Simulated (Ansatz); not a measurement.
# AsHF (quartet): the correlation ladder, cc-pVDZ

The task here is to estimate one member of a computed series from the others.

The runs use Ansatz 0.2.0, Gaussian basis; cc-pVDZ, core rule «outside noble gas», up to 15 orbitals frozen.

Plan: UHF; CCSD(T) on ROHF; CCSD(T) on UHF; BCCD(T) on ROHF; CISD as a restricted active space (open shells left free, so some higher excitations enter); CCSDT(Q) on ROHF; CCSDT(Q) on UHF; CCSDTQ on ROHF; CASSCF and MRCISD+Q, 13 electrons in 9 orbitals; CASSCF and NEVPT2, 13 electrons in 9 orbitals.

3 further runs of the same task are left out: 3 set aside as unsound or not needed. Runs told in other sessions of the task aren't counted.

**The system**

The geometry is a PBE0/def2-TZVP stationary point (not a proven minimum). No spin-orbit coupling is included. The filled d shell of As may be among the frozen orbitals whatever the setting's name suggests.

3 atoms, charge 0, spin multiplicity 4.

Atoms are counted from 1 here; the program's logs count them from 0.

Bond lengths: F1–As2 1.800 Å, As2–H3 1.675 Å. Angles: F1–As2–H3 180.0°.

As a file:

| atom | x (Å) | y (Å) | z (Å) |
| --- | --- | --- | --- |
| F1 | 0.0000 | 0.0000 | 1.7587 |
| As2 | 0.0000 | 0.0000 | -0.0416 |
| H3 | 0.0000 | 0.0000 | -1.7171 |

The first run:

File in.yaml:

```yaml
crystal:
  periodic: [false, false, false]
  atoms:
    - {symbol: F, position_ang: [0.000000, 0.000000, 1.758700]}
    - {symbol: As, position_ang: [0.000000, 0.000000, -0.041600]}
    - {symbol: H, position_ang: [0.000000, 0.000000, -1.717100]}
basis:
  gaussian: {orbitals: cc-pVDZ}
magnetization: {spin_polarized: true, initial_magnetization: 3}
hamiltonian: {xc: hf}
output: {orbitals: {seedname: orbitals}}
```

Started as:

```console
ansatz run in.yaml --threads 1 --pin off --events-out ev --progress --plain --max-ram 4096MiB --backend cpu
```

Among the steps run: UHF; CCSD(T) on ROHF; CCSD(T) on UHF; BCCD(T) on ROHF; CISD as a restricted active space (open shells left free, so some higher excitations enter); CCSDT(Q) on ROHF; CCSDT(Q) on UHF; CCSDTQ on ROHF; CASSCF and MRCISD+Q, 13 electrons in 9 orbitals; CASSCF and NEVPT2, 13 electrons in 9 orbitals.

One of the session's tables, all rows but one given; the rest of the session is left out.

It belongs to the step «Misses and costs». 

| method | from RCCSDTQ (meV) |
| --- | --- |
| ROHF | +8057.8 |
| UHF | +7783.1 |
| RMP2 | +596.5 |
| UMP2 | +656.2 |
| RCCSD | +202.2 |
| UCCSD | +185.0 |
| RCCSD(T) | +37.1 |
| UCCSD(T) | +28.5 |
| BCCD(T) | +35.3 |
| RCCSDT | +17.2 |
| UCCSDT | +6.2 |
| RCCSDT(Q) | +1.1 |
| UCCSDT(Q) | -13.7 |
| RCCSDTQ | 0 |
| CASSCF valence | +7095.8 |
| NEVPT2 valence | +1051.9 |
| MRCISD valence | ? |
| MRCISD+Q valence | +79.2 |

Q: Estimate the row for MRCISD valence from the others.

**Answer.** from RCCSDTQ (meV): +531.1. In the column «from RCCSDTQ (meV)» it lies between RCCSD (+202.2) and RMP2 (+596.5).

Limits of these values: Restricted and unrestricted rows rest on different reference determinants; a gap between their highest levels can come from leftover correlation error, from unlike frozen cores or from another state.
